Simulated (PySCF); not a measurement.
# ClO3Os (Os(O)3(Cl)-): the cost of one run

Computed with PySCF 2.14.0. Level: B3LYP, Os def2-SVP with ECP60, O def2-SVP, Cl def2-SVP; scalar-relativistic core potentials, no spin–orbit coupling.

2 further runs of the same task are left out: 2 for a known fault of the program.

## (1) The system as given

5 atoms, charge -1, spin multiplicity 1.

Bond lengths: Os1–O2 1.465 Å, Os1–O3 1.465 Å, Os1–O4 1.465 Å, Os1–Cl5 2.176 Å. Angles: O2–Os1–O3 109.5°, O2–Os1–O4 109.5°, O2–Os1–Cl5 109.5°, O3–Os1–O4 109.5°, O3–Os1–Cl5 109.5°, O4–Os1–Cl5 109.5°.

As a file:

```xyz
5

Os    0.00000    0.00000    0.00000
O     0.84590    0.84590    0.84590
O    -0.84590   -0.84590    0.84590
O     0.84590   -0.84590   -0.84590
Cl   -1.25640    1.25640   -1.25640
```

Formal oxidation states: Os +6.

## (2) SCF at the start, singlet

Contents of run.py (the lines that set the calculation):

```python
mol = gto.M(atom='''
Os     0.00000     0.00000     0.00000
O      0.84590     0.84590     0.84590
O     -0.84590    -0.84590     0.84590
O      0.84590    -0.84590    -0.84590
Cl    -1.25640     1.25640    -1.25640''',
    basis={'Os': 'def2-SVP', 'O': 'def2-SVP', 'Cl': 'def2-SVP'},
    ecp={'Os': 'def2-SVP'},
    charge=-1, spin=0)
mf = dft.RKS(mol, xc='B3LYP')
mf.grids.atom_grid = (50, 194)
mf = mf.density_fit()  # fitting sets: Os def2-universal-JKFIT, O def2-universal-JKFIT, Cl def2-universal-JKFIT
mf.conv_tol = 1e-08; mf.max_cycle = 55
mf.kernel(dm0)  # dm0: free metal ions and neutral atoms
```

On the command line:

```sh
OMP_NUM_THREADS=2 python run.py
```

Q: Estimate wall time and peak memory on 2 threads of Arm Neoverse V1, shared host.

About 16 s, with a peak of 0.64 GiB.
